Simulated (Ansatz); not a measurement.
Crystal: BiTe.

```
Bi Te
1.0
     0.00000    3.23500    3.23500
     3.23500    0.00000    3.23500
     3.23500    3.23500    0.00000
Bi Te
1 1
Direct
  0.00000 0.00000 0.00000
  0.50000 0.50000 0.50000
```

```yaml
Program: Ansatz 0.2.0
Task: relaxation of cell and atoms
Functional: revPBE
Dispersion: D3(BJ)
Potentials_or_basis: Ansatz PAW
Cutoff: "420 eV (not typed: the program's choice for these potentials)"
k_mesh: 7 × 7 × 7
Occupations: fermi-dirac, width 0.05 eV
Spin: no spin polarisation
```

At the start: volume 33.86 Å³/atom.

**Question.** How do energy, volume and symmetry change on relaxing?

**Answer.** It ends after 5 steps and the volume is 32.32 Å³/atom (-4.5 %); space group Fm-3m (No. 225, to 0.05 Å).

Step by step:
```
step  energy change (eV)  largest force (eV/Å)  volume (Å³)
   1              0.0000                0.0000        67.71
   2             -0.0179                0.0000        63.22
   3             -0.0231                0.0000        64.76
   4             -0.0232                0.0000        64.65
   5             -0.0226                0.0000        64.65
```

Final structure:
```
Bi Te
1.0
     0.00000    3.18547    3.18547
     3.18547    0.00000    3.18547
     3.18547    3.18547    0.00000
Bi Te
1 1
Cartesian
  0.0000 0.0000 0.0000
  3.1855 3.1855 3.1855
```

Caveat: the plane-wave basis is chosen anew once the cell has moved, so the energies of steps on either side of that aren't comparable; pairwise dispersion overbinds metals, which lowers pressure and volume; the PAW data sets come from PBE, with cores solved anew for the run's functional, which leaves a small shift of forces and pressure.
